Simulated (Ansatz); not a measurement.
Working through a table of relaxed lattice constants and trends of a series on the Fe3Al structure: Sr3Li, NaSr3, KSr3, RbSr3

With the Python package of Ansatz (0.2.0).

Notebook, run cell by cell (the value of a cell's last expression is shown):

In [1]:
```python
import warnings

import ansatz
import numpy as np
from tabulate import tabulate
```

In [2]:
```python
def fe3al(first, second, a):
    return (
        ansatz.Lattice.fcc(a)
        .space_group(225)
        .atom(first, [0, 0, 0])
        .atom(second, [0.5, 0.5, 0.5])
        .atom(second, [0.25, 0.25, 0.25])
        .primitive()
    )
```

In [3]:
```python
def compute(name, crystal, relax=True):
    calc = (
        crystal.calculation()
        .functional("PBEsol")
        .basis(21 * ansatz.Ha)
        .kpoints(spacing=0.27)
        .occupations("gaussian", width=0.1)
        .stress()
        .band_table()
    )
    if relax:
        calc = calc.relax(force_tolerance=0.01, max_steps=40, cell=True)
    return calc.run(threads=1, backend="cpu")
```

In [4]:
```python
def bulk_modulus(name, outcome, step=0.02):
    # B = -V dP/dV from the pressures of two uniformly scaled cells, atoms held at their fractions
    pressure = []
    for factor in (1 - step, 1.0, 1 + step):
        cell = ansatz.Crystal(lattice=ansatz.Lattice.of(outcome.lattice.cell_ang * factor ** (1 / 3)))
        for site in outcome.report["lattice"]["sites"]:
            cell = cell.atom(site["symbol"], site["position_frac"])
        pressure.append(np.trace(compute(name, cell, relax=False).report["stress_gpa"]) / 3)
    slope, bend = (pressure[0] - pressure[2]) / (2 * step), abs(pressure[0] + pressure[2] - 2 * pressure[1])
    # a jump of mesh or basis between the cells shows as a kink: no modulus then
    return float(slope) if bend < 12 * step**2 * abs(slope) + 0.15 and abs(pressure[1]) < 1.5 else float("nan")
```

In [5]:
```python
def volume_per_atom(outcome):
    return abs(np.linalg.det(outcome.lattice.cell_ang)) / len(outcome.lattice.sites)
```

In [6]:
```python
warnings.simplefilter("ignore", ansatz.DeckWarning)
```

In [7]:
```python
phases = {}
phases["Sr3Li"] = fe3al("Li", "Sr", 7.73)
phases["NaSr3"] = fe3al("Na", "Sr", 8.64)
phases["KSr3"] = fe3al("K", "Sr", 9.53)
phases["RbSr3"] = fe3al("Rb", "Sr", 9.94)
```

In [8]:
```python
done = {}
for name, crystal in phases.items():
    try:
        done[name] = compute(name, crystal)
    except ansatz.NonConvergedError as error:
        print(name, "did not converge:", str(error)[:120])
```

In [9]:
```python
rows = [(name, (4 * len(o.lattice.sites) * volume_per_atom(o)) ** (1 / 3), volume_per_atom(o), bulk_modulus(name, o)) for name, o in done.items()]
print(tabulate(rows, headers=["compound", "a (A)", "V (A^3/atom)", "B (GPa)"], floatfmt=".4f", tablefmt="plain"))
```
```text
compound      a (A)    V (A^3/atom)    B (GPa)
Sr3Li        8.9893         45.4004    10.7454
NaSr3        9.2443         49.3737    11.6392
KSr3         9.6121         55.5049    10.2937
RbSr3        9.7312         57.5940     9.8261
```

From smallest to largest: Sr3Li (45.40 Å³), NaSr3 (49.37 Å³), KSr3 (55.50 Å³) and RbSr3 (57.59 Å³). The largest is 27 % above the smallest.

What to keep in mind:
- The bulk modulus is taken at fixed shape and positions, an upper value where these are free.
- Pressure is positive in compression.
- The cells are built on a prototype by substitution; a member may or may not take this structure in nature.
- It ran for 110 s on 1 thread of Arm Neoverse V2 (shared host), peak memory 0.65 GiB.

(Lines on the test bed's own set-up are left out of the output.)
